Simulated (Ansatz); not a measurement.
# AlF₂HSe: ionisation energy by level of theory

Aim: the vertical ionisation energy of AlF₂HSe, as cation minus neutral at the neutral's geometry, on several levels, and how well −ε(HOMO) stands in for it.

Method: unrestricted cation, the program's frozen cores in correlated methods; program: Ansatz 0.2.0, Gaussian basis.

Levels to be run: UKS PBE-D4/def2-TZVPP; UKS r2SCAN-D4/def2-TZVPP; UKS PBE0-D4/def2-TZVPP; UKS B3LYP-D4/def2-TZVPP; UKS wB97X-V/def2-TZVPP; UKS wB97M-V/def2-TZVPP; UKS B2PLYP/def2-TZVPP; UHF-CCSD(T)/def2-TZVPP; UHF-CCSD(T)/def2-QZVPP; extrapolation to the limit; then −ε(HOMO) from the neutral's earlier runs with LDA (SPW92), PBE-D4, revPBE-D4, BLYP-D4, r2SCAN-D4, B97M-V, PBE0-D4, B3LYP-D4, r2SCANh-D4, r2SCAN0-D4, HSE06-D4, BHLYP-D4, CAM-B3LYP-D4, LC-ωPBE, ωB97X-V, ωB97M-V.

## Step 1: The geometry

The geometry comes from an earlier relaxation with PBE0-D4 in a triple-zeta def2 set; it is a stationary point.

SMILES `[F][Al]([F])[SeH]`, 5 atoms, charge 0, spin multiplicity 1.

Atoms are counted from 1 here; the program's logs count them from 0.

Bond lengths: F1–Al2 1.637 Å, Al2–F3 1.638 Å, Al2–Se4 2.285 Å, Se4–H5 1.470 Å. Angles: F1–Al2–F3 119.2°, F1–Al2–Se4 119.5°, F3–Al2–Se4 121.3°, Al2–Se4–H5 89.8°.

## Step 2: Cation, UKS PBE-D4/def2-TZVPP

Input file in.yaml:

```yaml
crystal:
  periodic: [false, false, false]
  atoms:
    - {symbol: F, position_ang: [0.820030, -0.356155, 2.013499]}
    - {symbol: Al, position_ang: [0.406708, -0.281221, 0.431772]}
    - {symbol: F, position_ang: [1.229210, -1.192008, -0.652550]}
    - {symbol: Se, position_ang: [-1.302537, 1.088610, -0.219774]}
    - {symbol: H, position_ang: [-1.103611, 0.667073, -1.614349]}
basis:
  gaussian: {orbitals: def2-TZVPP}
total_charge: 1
magnetization: {spin_polarized: true, initial_magnetization: 1}
hamiltonian: {xc: pbe, dispersion: d4}
```

The run is started by

```sh
$ ansatz run in.yaml --threads 2 --pin off --events-out ev --progress --plain --max-ram 31744MiB --backend cpu
```

After this run come: Cation, UKS r2SCAN-D4/def2-TZVPP; Cation, UKS PBE0-D4/def2-TZVPP; Cation, UKS B3LYP-D4/def2-TZVPP; Cation, UKS wB97X-V/def2-TZVPP; Cation, UKS wB97M-V/def2-TZVPP; Cation, UKS B2PLYP (frozen core)/def2-TZVPP; Cation, UHF-CCSD(T)/def2-TZVPP; Cation, UHF-CCSD(T)/def2-QZVPP.

Q: Predict the results of all the runs planned. Wanted: ionisation energy, CCSD(T)/CBS; nearest functional by difference; nearest −ε(HOMO); −ε(HOMO) of PBE; T1 of the cation.

As calculated:

| quantity | value |
| --- | --- |
| ionisation energy, CCSD(T)/CBS | 10.48 eV |
| nearest functional by difference | B3LYP-D4 (-0.12 eV) |
| nearest −ε(HOMO) | LC-ωPBE (+0.06 eV) |
| −ε(HOMO) of PBE | 6.75 eV |
| T1 of the cation | 0.012 |

In words: By cation minus neutral, the functionals miss by 0.24 eV at most. −ε(HOMO) of PBE misses by 3.7 eV, since self-interaction lifts the level. Among orbital estimates LC-ωPBE comes nearest. Hartree-Fock falls 1.18 eV short, as the neutral has more correlation energy than the cation. Correlated methods include outer-core shells of Se, which these sets cover unevenly. With outer-core shells in play the reference is unsure by up to some tenths of an eV, so close misses can't be ranked.
